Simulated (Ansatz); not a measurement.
## Li3Eu, space group Fm-3m: a comparison of magnetic orders, step by step

With Ansatz 0.2.0 through its Python package.

The cells in order, each with its output:

```python
import warnings

import ansatz as az
import numpy as np
from tabulate import tabulate
```

```python
FUNCTIONAL = 'r2scan'
ECUT = 600
KMESH = (6, 6, 6)
SMEARING = 'fermi_dirac'
```

```python
def count_gap(report):
    # lowest empty less highest filled band, counting bands; zero where they overlap
    return max(report.get('gap_by_band_count_ev') or 0.0, 0.0)
```

```python
CELL = [
    [0.0, 3.87079, 3.87079],
    [7.74158, 0.0, 7.74158],
    [3.87079, 3.87079, 0.0],
]
ATOMS = [
    ('Li', [0.25, 0.125, 0.25]),
    ('Li', [0.75, 0.375, 0.75]),
    ('Li', [0.5, 0.25, 0.5]),
    ('Eu', [0.0, 0.0, 0.0]),
    ('Li', [0.25, 0.625, 0.25]),
    ('Li', [0.75, 0.875, 0.75]),
    ('Li', [0.5, 0.75, 0.5]),
    ('Eu', [0.0, 0.5, 0.0]),
]
```

```python
def build(moments):
    crystal = az.Crystal(lattice=az.Lattice.of(CELL))
    for (symbol, position), moment in zip(ATOMS, moments):
        crystal = crystal.atom(symbol, position, moment=moment or None)
    return crystal
```

```python
warnings.simplefilter('ignore', az.DeckWarning)
```

```python
# starting moments in muB, one an atom
orders = {
    'FM': [0, 0, 0, 7, 0, 0, 0, 7],
    'AFM': [0, 0, 0, 7, 0, 0, 0, -7],
}
```

```python
rows = []
for label, moments in orders.items():
    base = (
        build(moments).calculation()
        .functional(FUNCTIONAL)
        .basis(ECUT)
        .kpoints(mesh=KMESH)
        .occupations(SMEARING)
        .spin('collinear')
        .band_table()
    )
    data = base.run(threads=1, pin='off').report
    rows.append((label, data['free_energy_ev'], data['magnetization_mub'], data['absolute_magnetization_mub'], max(abs(m) for m in data['site_moments_mub']), count_gap(data)))
    print(label, 'site moments:', [round(m, 2) for m in data['site_moments_mub']])
```

    FM site moments: [0.12, 0.12, 0.04, 7.03, 0.12, 0.12, 0.04, 7.03]
    AFM site moments: [0.05, -0.05, 0.0, 7.04, -0.05, 0.05, -0.0, -7.04]

```python
lowest = min(row[1] for row in rows)
rows = [(row[0], 1000 * (row[1] - lowest) / 2, *row[2:]) for row in sorted(rows, key=lambda row: row[1])]
print(tabulate(rows, headers=['order', 'meV/magnetic atom', 'net muB', 'absolute muB', 'largest site muB', 'gap by band count eV'], floatfmt='.4f', tablefmt='pipe'))
print('lowest of these starts:', rows[0][0])
```

    | order   |   meV/magnetic atom |   net muB |   absolute muB |   largest site muB |   gap by band count eV |
    |:--------|--------------------:|----------:|---------------:|-------------------:|-----------------------:|
    | AFM     |              0.0000 |    0.0000 |        15.7045 |             7.0382 |                 0.0000 |
    | FM      |             11.0954 |   15.6847 |        15.6874 |             7.0283 |                 0.0000 |
    lowest of these starts: AFM

In order of energy: antiferro- or ferrimagnetic (+0.0 meV an atom, largest site moment 7.04 μB) and ferromagnetic (+2.8 meV an atom, largest site moment 7.03 μB). These are the states reached from the starts typed.

What to keep in mind:
- Open f shells: without a Hubbard U, without spin-orbit coupling; the state reached hangs on the start and needn't be the lowest.
- A gap by band count of zero or less means overlapping bands, a metal.
- r2SCAN tends to overestimate the moments of itinerant magnets.
- The structure comes from a database of computed cells and needn't be a stable or known phase.
- Gaps and levels are Kohn-Sham values on a finite set of k-points, without spin-orbit coupling.
- Each row is the state reached from that start at the given structure, not necessarily the lowest of its order; other orders weren't tried.
- The whole script took 5 min on 1 thread of Arm Neoverse V2, on a shared host, peak memory 1.7 GiB.
